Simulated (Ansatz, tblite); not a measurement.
# [Li(H2O)4]+ (LiH8O4+): rung by rung

An exercise on one series of results from a longer session: the logs are not shown, and one member is left open.

The runs use Ansatz 0.2.0, Gaussian basis; as each input shows.

The runs, in order: GFN1-xTB, GFN2-xTB, PBE-D4/def2-TZVP, r2SCAN-D4/def2-TZVP, PBE-QIDH/def2-TZVP, revPBE-D4/def2-TZVP, r2SCAN0-D4/def2-TZVP, B2PLYP/def2-TZVP, ωB97M-V/def2-TZVP, B3LYP-D4/def2-TZVP, CAM-B3LYP-D4/def2-TZVP, PBE+5HF/def2-TZVP, PBE+10HF/def2-TZVP, PBE+15HF/def2-TZVP, PBE+35HF/def2-TZVP, PBE+50HF/def2-TZVP, PBE-D4/def2-SVP, PBE0-D4/def2-SVP, CCSD(T)/def2-TZVP, RPA/def2-TZVP.

## The relaxed structure

The geometry is that of the singlet, from an earlier relaxation (r2SCAN-D4/def2-SVP).

13 atoms, charge 1, spin multiplicity 1.

Bond lengths: Li1–O2 1.927 Å, Li1–O5 1.927 Å, Li1–O8 1.927 Å, Li1–O11 1.927 Å, O2–H3 0.967 Å, O2–H4 0.967 Å, O5–H6 0.967 Å, O5–H7 0.967 Å, O8–H9 0.967 Å, O8–H10 0.967 Å, O11–H12 0.967 Å, O11–H13 0.967 Å. Angles: O2–Li1–O5 108.4°, O2–Li1–O8 110.1°, O2–Li1–O11 110.2°, O5–Li1–O8 109.9°, O5–Li1–O11 109.8°, O8–Li1–O11 108.4°, Li1–O2–H3 125.9°, Li1–O2–H4 128.8°, H3–O2–H4 105.0°, Li1–O5–H6 125.7°, Li1–O5–H7 129.0°, H6–O5–H7 105.0°, Li1–O8–H9 128.8°, Li1–O8–H10 125.9°, H9–O8–H10 105.0°, Li1–O11–H12 129.2°, Li1–O11–H13 125.6°, H12–O11–H13 105.0°.

As a file:

```xyz
13
charge 1, multiplicity 1
Li   -0.0023    0.0007    0.0022
O     0.1087    0.3898    1.8860
H    -0.4625    0.0248    2.5755
H     0.7731    0.9083    2.3593
O     1.7708   -0.3898   -0.6428
H     2.1771   -0.0169   -1.4371
H     2.4692   -0.9113   -0.2249
O    -0.7253    1.5142   -0.9457
H    -1.1280    1.5426   -1.8240
H    -0.8417    2.4048   -0.5875
O    -1.1544   -1.5140   -0.2981
H    -2.1201   -1.5551   -0.3021
H    -0.8645   -2.3981   -0.5608
```

The ion is computed in the gas phase, without counter-ions or solvent.

PBE0-D4/def2-TZVP was run before; its log isn't repeated, and its numbers join the tables.

Set-up of the first run:

Tight binding, by tblite at 300 K electronic temperature and without a spin-polarisation term:

```python
tblite.interface.Calculator('GFN1-xTB', numbers, positions, charge=1, uhf=0).singlepoint()
```

Tight binding, by tblite at 300 K electronic temperature and without a spin-polarisation term:

```python
tblite.interface.Calculator('GFN2-xTB', numbers, positions, charge=1, uhf=0).singlepoint()
```

start.molden holds the orbitals of an earlier run on this state, given as this run's starting guess.

in.yaml reads:

```yaml
crystal:
  periodic: [false, false, false]
  atoms:
    - {symbol: Li, position_ang: [-0.002269, 0.000669, 0.002196]}
    - {symbol: O, position_ang: [0.108653, 0.389820, 1.885999]}
    - {symbol: H, position_ang: [-0.462485, 0.024817, 2.575505]}
    - {symbol: H, position_ang: [0.773139, 0.908332, 2.359305]}
    - {symbol: O, position_ang: [1.770796, -0.389782, -0.642817]}
    - {symbol: H, position_ang: [2.177069, -0.016941, -1.437070]}
    - {symbol: H, position_ang: [2.469165, -0.911295, -0.224891]}
    - {symbol: O, position_ang: [-0.725329, 1.514229, -0.945713]}
    - {symbol: H, position_ang: [-1.127976, 1.542615, -1.824035]}
    - {symbol: H, position_ang: [-0.841727, 2.404779, -0.587471]}
    - {symbol: O, position_ang: [-1.154448, -1.513963, -0.298140]}
    - {symbol: H, position_ang: [-2.120138, -1.555119, -0.302122]}
    - {symbol: H, position_ang: [-0.864451, -2.398150, -0.560756]}
basis:
  gaussian: {orbitals: def2-TZVP, initial_orbitals: start.molden}
total_charge: 1
hamiltonian: {xc: pbe, dispersion: d4}
scf: {omitted_lower_state_checks: [starts]}
output: {orbitals: {seedname: orbitals}}
```

Started as:

```bash
ansatz run in.yaml --threads 4 --pin off --events-out ev --progress --plain --max-ram 3916MiB
```

Among the steps run: PBE-D4/def2-TZVP; r2SCAN-D4/def2-TZVP; PBE-QIDH/def2-TZVP; revPBE-D4/def2-TZVP; r2SCAN0-D4/def2-TZVP; B2PLYP/def2-TZVP; ωB97M-V/def2-TZVP; B3LYP-D4/def2-TZVP; CAM-B3LYP-D4/def2-TZVP; PBE+5HF/def2-TZVP; PBE+10HF/def2-TZVP; PBE+15HF/def2-TZVP; PBE+35HF/def2-TZVP; PBE+50HF/def2-TZVP; PBE-D4/def2-SVP; PBE0-D4/def2-SVP; CCSD(T)/def2-TZVP; RPA/def2-TZVP.

One table of the session follows, with a row left open; its other results are not shown here.

| level | HOMO (eV) | LUMO (eV) | gap (eV) |
| --- | --- | --- | --- |
| PBE-D4/def2-SVP | -11.48 | -4.73 | 6.75 |
| PBE-D4/def2-TZVP | -11.87 | -4.94 | 6.94 |
| revPBE-D4/def2-TZVP | ? | ? | ? |
| r2SCAN-D4/def2-TZVP | -12.30 | -4.15 | 8.15 |
| B3LYP-D4/def2-TZVP | -13.47 | -4.52 | 8.95 |
| PBE0-D4/def2-SVP | -13.48 | -4.01 | 9.47 |
| PBE0-D4/def2-TZVP | -13.76 | -4.15 | 9.61 |
| r2SCAN0-D4/def2-TZVP | -14.07 | -3.64 | 10.42 |
| CAM-B3LYP-D4/def2-TZVP | -15.34 | -3.54 | 11.80 |
| ωB97M-V/def2-TZVP | -16.31 | -3.06 | 13.26 |
| PBE+5HF/def2-TZVP | -12.25 | -4.77 | 7.47 |
| PBE+10HF/def2-TZVP | -12.62 | -4.61 | 8.01 |
| PBE+15HF/def2-TZVP | -13.00 | -4.46 | 8.54 |
| PBE+35HF/def2-TZVP | -14.52 | -3.85 | 10.67 |
| PBE+50HF/def2-TZVP | -15.68 | -3.42 | 12.25 |

**Question.** Estimate the row for revPBE-D4/def2-TZVP.

As computed: HOMO (eV): -11.81; LUMO (eV): -4.90; gap (eV): 6.91. In the column «HOMO (eV)» it lies between PBE-D4/def2-TZVP (-11.87) and PBE-D4/def2-SVP (-11.48).
